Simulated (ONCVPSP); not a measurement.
# Pseudopotential generation for Rh: ONCV, PBEsol

Do these settings give a usable potential? It is generated, then checked for transferability, scattering, ghosts and hardness.

The numbers are computed with ONCVPSP 4.0.1 (PBEsol, scalar-relativistic, spin-unpolarised reference atom).

### 1 The design

The settings as typed:

| Item | Value |
| --- | --- |
| element | rhodium (Rh, Z = 45) |
| type | optimised norm-conserving Vanderbilt (ONCV) |
| frozen core | [Ar] 3d10 |
| valence charge | 17 |
| reference configuration | 4s2 4p6 4d8 5s1 |
| partial waves | 4s+5s: rc 1.30 bohr, ncon 4, nbas 8, qcut 9 1/bohr, 2 projectors; 4p: rc 1.55 bohr, ncon 4, nbas 8, qcut 8.7 1/bohr, 2 projectors, debl 2.3 Ha; 4d: rc 1.40 bohr, ncon 4, nbas 7, qcut 6.3 1/bohr, 2 projectors, debl 2.4 Ha |
| local potential | polynomial inside 0.90 bohr (lpopt 5, dvloc0 6 Ha) |
| core correction | not asked for |

### 2 Generation

Input file Rh.dat:

```
# ATOM AND REFERENCE CONFIGURATION
# atsym  z   nc   nv     iexc    psfile
  Rh 45.00    6    4  -116133      upf
#
#   n    l    f
    1    0    2.00
    2    0    2.00
    2    1    6.00
    3    0    2.00
    3    1    6.00
    3    2   10.00
    4    0    2.00
    4    1    6.00
    4    2    8.00
    5    0    1.00
#
# PSEUDOPOTENTIAL AND OPTIMIZATION
# lmax
    2
#
#   l,   rc,      ep,       ncon, nbas, qcut
    0    1.30    0.00    4    8    9.00
    1    1.55    0.00    4    8    8.70
    2    1.40    0.00    4    7    6.30
#
# LOCAL POTENTIAL
# lloc, lpopt,  rc(5),   dvloc0
    4    5    0.90    6.00
#
# VANDERBILT-KLEINMAN-BYLANDER PROJECTORs
# l, nproj, debl
    0    2    0.70
    1    2    2.30
    2    2    2.40
#
# MODEL CORE CHARGE
# icmod, fcfact, rcfact
    0    0.00    0.00
#
# LOG DERIVATIVE ANALYSIS
# epsh1, epsh2, depsh
   -5.00    5.00    0.04
#
# OUTPUT GRID
# rlmax, drl
    6.00    0.01
#
# TEST CONFIGURATIONS
# ncnf
    4
# nvcnf
#   n    l    f
    4
    4    0    2.00
    4    1    6.00
    4    2    8.00
    5    0    0.00
#
    4
    4    0    2.00
    4    1    6.00
    4    2    7.00
    5    0    0.00
#
    4
    4    0    2.00
    4    1    6.00
    4    2    6.00
    5    0    0.00
#
    4
    4    0    2.00
    4    1    6.00
    4    2    8.00
    5    0    0.50
#
```

On the command line:

```
$ oncvpsp.x < Rh.dat > Rh.out
```

What does the calculation give? Wanted: cutoffs for 1 and 0.1 mHa per electron, occupied waves; bound ghosts; GHOST(+) flags; largest test error; largest phase difference near zero energy, channels read.

As calculated:

```
                                                quantity                          value
  cutoffs for 1 and 0.1 mHa per electron, occupied waves                58 Ha and 84 Ha
                                            bound ghosts                     none found
                                          GHOST(+) flags                    s at 260 eV
                            largest test error (AE − PS)  -1.8 meV, for 4s2 4p6 4d7 5s0
largest phase difference near zero energy, channels read                      0.000 rad
```

In words: By total energies transferability is very good: the largest error is 1.8 meV on 27.0 eV, for 4s2 4p6 4d7 5s0. It counts as hard, with 58 Ha needed at the looser tolerance. At the looser tolerance the 4d wave is the slowest; 4s needs 32 Ha. The program's ghost test flags no bound state. Near zero energy the phases of the channels with partial waves agree within 0.001 rad. The program also flags highly localised states, GHOST(+) (s). All of this concerns the isolated atom, not yet a solid.
